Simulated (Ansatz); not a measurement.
This script drives Ansatz 0.2.0 through its Python package.

The script, `fh2isi.py`:
```python
import itertools

import ansatz as az
from ase.data import atomic_numbers, covalent_radii
import numpy as np

geometry_ang = [
    ("F", (-0.4162, -0.2623, 1.5792)),
    ("Si", (0.1043, -0.134, 0.0719)),
    ("I", (-1.2632, 1.4663, -1.2234)),
    ("H", (0.1019, -1.4606, -0.5654)),
    ("H", (1.523, 0.3169, 0.0963)),
]
system = az.Crystal.molecule()
for symbol, xyz in geometry_ang:
    system = system.atom(symbol, xyz)

model = (
    system.calculation()
    .basis(gaussian="def2-SVP")
    .functional("cam_b3lyp")
    .scf(lower_state_search="standard")
)
symbols = [site.symbol for site in system.cartesian_sites]
start = np.array([site.position_ang for site in system.cartesian_sites], dtype=float)
summary = model.relax(force_tolerance=0.01).run(threads=1, backend="cpu").report
end = np.array(summary["positions_ang"])

minimum = az.Crystal.molecule()
for symbol, place in zip(symbols, end):
    minimum = minimum.atom(symbol, place.tolist())
ion = minimum.calculation()
ion = ion.basis(gaussian="def2-SVP")
ion = ion.functional("cam_b3lyp").scf(lower_state_search="standard")
ion = ion.charge(1)
ion = ion.spin("collinear", total=1)
vertical = ion.run(threads=1, backend="cpu").report
settled = ion.relax(force_tolerance=0.01, max_steps=80).run(threads=1, backend="cpu").report
print(f"vertical ionisation energy   {vertical['free_energy_ev'] - summary['free_energy_ev']:.3f} eV")
print(f"adiabatic, no zero point     {settled['free_energy_ev'] - summary['free_energy_ev']:.3f} eV")
print(f"relaxation energy of the ion {vertical['free_energy_ev'] - settled['free_energy_ev']:.3f} eV")
ionised = np.array(settled["positions_ang"])
radius = [covalent_radii[atomic_numbers[s]] for s in symbols]
span = lambda where, i, j: np.linalg.norm(where[i] - where[j])
bonded = [(i, j) for i, j in itertools.combinations(range(len(symbols)), 2) if min(span(end, i, j), span(ionised, i, j)) < 1.2 * (radius[i] + radius[j])]
print("pair        before    after (A)")
for i, j in bonded:
    print(f"{symbols[i]}{i}-{symbols[j]}{j}".ljust(10), f"{span(end, i, j):8.4f} {span(ionised, i, j):8.4f}")
```

It is started by `python fh2isi.py`. Estimate its wall time and peak memory on 1 thread of Arm Neoverse V1, with other jobs on the host.

It took about 84 s, with a peak of 0.31 GiB, for 3 runs of the engine.

Running `python fh2isi.py` prints:
```text
vertical ionisation energy   10.296 eV
adiabatic, no zero point     10.042 eV
relaxation energy of the ion 0.255 eV
pair        before    after (A)
F0-Si1       1.6141   1.5863
Si1-I2       2.4336   2.6215
Si1-H3       1.4776   1.4699
Si1-H4       1.4775   1.4699
```

What to keep in mind:
- The settings weren't tested for convergence.
- The energies are electronic: no zero-point or thermal terms, and the basis set is short of its limit. The product may relax into another structure. The relaxation finds the nearest minimum, so the adiabatic value is an upper bound.
- def2 sets replace the cores of elements past krypton by effective core potentials.
